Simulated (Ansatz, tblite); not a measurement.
# The cluster Li12−: rung by rung

How do method and basis change the picture of the cluster Li12− (doublet)?

Program: Ansatz 0.2.0, Gaussian basis. Level of theory: as each input shows. These are calculated values, not measurements.

The runs, in order: GFN1-xTB, PBE/def2-TZVPD, r2SCAN/def2-TZVPD, ωB97X-V/def2-TZVPD, ωB97M-V/def2-TZVPD, r2SCAN0/def2-TZVPD, CCSD(T)/def2-SVPD, MP2/def2-TZVPD.

2 further runs of the same task are left out: 2 set aside as unsound or not needed. Runs told in other sessions of the task aren't counted.

**1. The structure**

The geometry is that of the doublet, from an earlier relaxation (r2SCAN/def2-SVPD). At that level it is the lowest of the isomers that a small search found.

12 atoms, charge -1, spin multiplicity 2.

Bond lengths: Li1–Li12 2.982 Å, Li2–Li12 2.990 Å, Li3–Li12 2.979 Å, Li4–Li12 3.035 Å, Li5–Li12 2.982 Å, Li6–Li12 3.047 Å, Li7–Li12 2.911 Å, Li8–Li12 2.996 Å, Li9–Li12 3.053 Å, Li10–Li12 3.034 Å. Angles: Li1–Li12–Li2 63.1°, Li1–Li12–Li3 118.3°, Li1–Li12–Li4 64.0°, Li1–Li12–Li5 178.4°, Li1–Li12–Li6 62.6°, Li1–Li12–Li7 64.8°, Li1–Li12–Li8 64.2°, Li1–Li12–Li9 116.2°, Li1–Li12–Li10 117.7°, Li2–Li12–Li3 178.6°, Li2–Li12–Li4 62.8°, Li2–Li12–Li5 115.4°, Li2–Li12–Li6 64.1°, Li2–Li12–Li7 116.3°, Li2–Li12–Li8 117.0°, Li2–Li12–Li9 116.9°, Li2–Li12–Li10 115.6°, Li3–Li12–Li4 117.7° and more.

As a file:

```xyz
12
charge -1, multiplicity 2
Li   -3.1485   -2.4068   -1.3471
Li   -1.6502   -5.0450   -0.6018
Li    0.8796    0.2841    0.3064
Li   -2.6607   -3.1780    1.7099
Li    2.3239   -2.3923    1.0220
Li   -0.6636   -3.2468   -3.0632
Li   -2.2000   -0.2527    0.7615
Li   -0.9856   -0.2469   -2.2058
Li    1.8578   -1.5555   -2.0329
Li   -0.1511   -1.5002    2.7392
Li    0.1385   -4.5132    1.9940
Li   -0.4143   -2.3591   -0.1589
```

The ion is computed in the gas phase, without counter-ions or solvent.

PBE0/def2-TZVPD was run before; its log isn't repeated, and its numbers join the tables.

**2. GFN1-xTB**

Tight binding, by tblite at 300 K electronic temperature and without a spin-polarisation term:

```python
tblite.interface.Calculator('GFN1-xTB', numbers, positions, charge=-1, uhf=1).singlepoint()
```

Energy -138.4958 eV; 0.006 s.

**3. PBE/def2-TZVPD**

start.molden holds the orbitals of an earlier run on this state, given as this run's starting guess.

File in.yaml:

```yaml
crystal:
  periodic: [false, false, false]
  atoms:
    - {symbol: Li, position_ang: [-3.148461, -2.406787, -1.347070]}
    - {symbol: Li, position_ang: [-1.650158, -5.044950, -0.601814]}
    - {symbol: Li, position_ang: [0.879575, 0.284101, 0.306407]}
    - {symbol: Li, position_ang: [-2.660709, -3.178035, 1.709890]}
    - {symbol: Li, position_ang: [2.323883, -2.392251, 1.022011]}
    - {symbol: Li, position_ang: [-0.663583, -3.246756, -3.063229]}
    - {symbol: Li, position_ang: [-2.199959, -0.252690, 0.761500]}
    - {symbol: Li, position_ang: [-0.985576, -0.246913, -2.205753]}
    - {symbol: Li, position_ang: [1.857816, -1.555459, -2.032924]}
    - {symbol: Li, position_ang: [-0.151086, -1.500164, 2.739202]}
    - {symbol: Li, position_ang: [0.138518, -4.513198, 1.994038]}
    - {symbol: Li, position_ang: [-0.414261, -2.359098, -0.158860]}
basis:
  gaussian: {orbitals: def2-TZVPD, initial_orbitals: start.molden}
total_charge: -1
magnetization: {spin_polarized: true, initial_magnetization: 1}
hamiltonian: {xc: pbe}
scf: {omitted_lower_state_checks: [starts]}
output: {forces: true, orbitals: {seedname: orbitals}}
```

Run with:

```bash
ansatz run in.yaml --threads 4 --pin off --events-out ev --progress --plain --max-ram 4787MiB
```

Further steps of the session: r2SCAN/def2-TZVPD; ωB97X-V/def2-TZVPD; ωB97M-V/def2-TZVPD; r2SCAN0/def2-TZVPD; CCSD(T)/def2-SVPD; MP2/def2-TZVPD.

Before running them: what should the planned runs give, taken together? Wanted: gap in def2-TZVPD, named functionals, smallest and largest; correlation energy, CCSD(T)/def2-SVPD; correlation energy, MP2/def2-TZVPD; ⟨S²⟩ in def2-TZVPD, named functionals, smallest and largest.

As calculated:

```
                                                   quantity                             value
 gap in def2-TZVPD, named functionals, smallest and largest  0.43 eV (PBE), 3.28 eV (ωB97X-V)
                      correlation energy, CCSD(T)/def2-SVPD                          -7.10 eV
                         correlation energy, MP2/def2-TZVPD                         -14.00 eV
⟨S²⟩ in def2-TZVPD, named functionals, smallest and largest                      0.884, 3.061
```

What this shows: Orbital gaps of the named functionals in def2-TZVPD span 0.43 eV (PBE) to 3.28 eV (ωB97X-V); exact exchange widens it. Over the named functionals in def2-TZVPD spin contamination reaches 2.31 (r2SCAN0), so some levels may describe another state. Notes on CCSD(T)/def2-SVPD: large T1 diagnostic, spin contamination.
